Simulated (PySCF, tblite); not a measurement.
# C₄H₈GeO₂+ (doublet): geometry, infrared bands and EPR parameters

Wanted: the infrared bands and EPR parameters of C₄H₈GeO₂+ (doublet) (`[CH2+][C]([O][GeH3])C(C)=O`), by calculation.

The runs use tblite 0.8.0 and PySCF 2.14.0, with density-fitted response routines of our own; the level of theory stands in each step. All values are computed, except where a source is named. Atoms are numbered from 0 throughout.

## 1. The starting structure

15 atoms, charge 1, multiplicity 2; geometry from: force field or distance geometry start.

Bonds of the start (Å): C0–C1 1.46, C1–O2 1.39, O2–Ge3 1.78, C1–C4 1.48, C4–C5 1.50, C4–O6 1.21, C0–H7 1.09, C0–H8 1.09, Ge3–H9 1.55, Ge3–H10 1.57, Ge3–H11 1.55, C5–H12 1.11, C5–H13 1.13, C5–H14 1.10.

## 2. Optimising the geometry with GFN2-xTB

What the job is given:

```
{"job": {"kind": "relax", "xc": "GFN2-xTB", "basis": "xTB"}, "charge": 1, "multiplicity": 2}
C     -0.236200     1.143000     0.101800
C     -0.024000    -0.120000     0.810500
O      1.267900    -0.624200     0.777000
Ge     2.453400     0.426700    -0.023600
C     -1.082200    -1.125300     0.557700
C     -2.078500    -0.786500    -0.514600
O     -1.114300    -2.164300     1.182500
H      0.177400     1.363500    -0.887100
H     -0.849700     1.894200     0.596100
H      2.174900     0.378600    -1.542900
H      3.885100    -0.119500     0.330000
H      2.375500     1.899900     0.450500
H     -3.079300    -0.555000    -0.105100
H     -1.663200     0.070300    -1.122300
H     -2.211200    -1.673400    -1.149500
```

Started as:

```console
OMP_NUM_THREADS=1 python probes_run.py task.json out
```

The driver reads the jobs from task.json and runs them one after another.

**Question.** This job is followed by: GFN2-xTB harmonic vibrations, gas phase; UKS B3LYP, def2-TZVP-core on Ge, pcH-1 on C H O, non-relativistic, mean-field spin-orbit, GIAO. What will the session give for the following? strongest single infrared mode (GFN2-xTB); zero-point energy (GFN2-xTB); g(iso) (B3LYP); ⟨S²⟩; largest a(iso) (averaged by class).

The runs gave:

```
                                 quantity                         value
strongest single infrared mode (GFN2-xTB)         2026 cm⁻¹, 187 km/mol
             zero-point energy (GFN2-xTB)                 63.0 kcal/mol
                           g(iso) (B3LYP)                       2.00541
                                     ⟨S²⟩            0.764 (exact 0.75)
       largest a(iso) (averaged by class)  1H on H9, H10, H11, 59.8 MHz
```

What this shows: The optimisation took 185 steps and gained 2.687 eV; among the close pairs (by a distance rule), C0–C1 changed most, from 1.464 to 1.349 Å. No mode is imaginary among the 39: a minimum at this level. The strongest single mode, at 2026 cm⁻¹, moves mainly H11. Unscaled tight-binding wavenumbers are off by several per cent, some by more. Its intensities can rank the bands wrongly. C0 carries the largest spin population, 0.59 e. The isotropic g lies 3.1 ppt above the free-electron value. The hyperfine terms hold no scalar relativity, which the heavier nuclei need.
